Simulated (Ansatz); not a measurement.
# AsBeH3: the cost of one run

Computed with Ansatz 0.2.0, Gaussian basis. Level: def2-QZVPP, all electrons in the functionals, frozen cores in the correlation of double hybrids and RPA.

Plan: PBE, BLYP, r2SCAN, B97M-V, PBE0, B3LYP, wB97M-V, B2PLYP, at charge 0, singlet; charge 0, triplet; charge 1, doublet (not every functional at every point).

6 further runs of the same task are left out: 1 that didn't finish, 5 set aside as unsound or not needed.

## 1. What is computed

The geometry is a PBE0/def2-TZVP stationary point (not a proven minimum). No spin-orbit coupling is included. The filled d shell of As may be among the frozen orbitals whatever the setting's name suggests.

5 atoms, charge 0, spin multiplicity 1.

Atoms are counted from 1 here; the program's logs count them from 0.

Bond lengths: As1–Be2 2.152 Å, As1–H3 1.526 Å, As1–H4 1.526 Å, Be2–H5 1.339 Å. Angles: Be2–As1–H3 88.8°, Be2–As1–H4 88.8°, H3–As1–H4 92.0°, As1–Be2–H5 178.1°.

No dispersion term is added; B97M-V, wB97M-V hold VV10 nonlocal correlation. B3LYP takes the VWN-RPA correlation.

The geometry shown and the zero of energy belong to the point charge 0, singlet. The yardstick, RCCSD(T), and other wave-function levels (R restricted, U unrestricted, valence and pair active spaces) come from earlier runs.

## 2. PBE, charge 0, singlet

in.yaml reads:

```yaml
crystal:
  periodic: [false, false, false]
  atoms:
    - {symbol: As, position_ang: [-0.031714, 0.000000, 0.263343]}
    - {symbol: Be, position_ang: [0.030740, -0.000001, -1.887264]}
    - {symbol: H, position_ang: [1.029017, -1.097596, 0.263022]}
    - {symbol: H, position_ang: [1.029015, 1.097598, 0.263021]}
    - {symbol: H, position_ang: [0.024429, -0.000001, -3.226281]}
basis:
  gaussian: {orbitals: "def2-QZVPP.json"}
hamiltonian: {xc: {name: PBE}}
output: {orbitals: {seedname: orbitals}}
```

The run is started by

```
$ ansatz run in.yaml --threads 1 --pin off --events-out ev --progress --plain --max-ram 2393MiB
```

**Question.** How long does this run take on 1 thread of Arm Neoverse V1, shared host?

About 4.4 s.
